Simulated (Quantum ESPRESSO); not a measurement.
MgSe3: phonons at points of the zone under several settings

```
Mg Se
1.0
     5.49379    0.00000    0.00000
    -2.74690    4.75776    0.00000
     0.00000    0.00000    3.58529
Mg Se
1 3
Direct
  0.00000 0.00000 0.00000
  0.50000 0.00000 0.50000
  0.00000 0.50000 0.50000
  0.50000 0.50000 0.50000
```

The cell was built by a generator and needn't be a form met in nature.

All runs used Quantum ESPRESSO 7.5; potentials GBRV 1.5 PBE; k mesh 4 × 4 × 4, shifted; relaxed cell; no spin polarisation; cutoff 612 eV; occupations fermi-dirac, width 0.05 eV.

```csv
level,point,frequencies (cm⁻¹)
PBE,"A (0.000, 0.000, 0.500)",165i 96i 96i 63i 63i 75 75 90 120 173 173 227
PBE,"H (0.333, 0.333, 0.500)",?
PBE,"K (0.333, 0.333, 0.000)",53i 43i 43i 44 44 58 125 125 149 172 237 237
```

**Question.** What stands in the row left open?

**Answer.** Frequencies 105i 105i 50 110 110 114 114 124 144 170 231 231 cm⁻¹.

Values marked i are imaginary: the cell is unstable against those modes at that level, or the meshes are too thin.

Caveats: all runs use coarse meshes; the mesh is thin for the phonons of a metal; some modes are imaginary; the q point doesn't lie on the k mesh, which can shift a metal's frequencies strongly unless the mesh is converged (some runs).

For the row left open. Caveat: the k mesh is coarse (spacing up to 0.44 Å⁻¹), so the values aren't converged; the mesh is thin for the phonons of a metal; some modes are imaginary; the q point doesn't lie on the k mesh, which can shift a metal's frequencies strongly unless the mesh is converged.
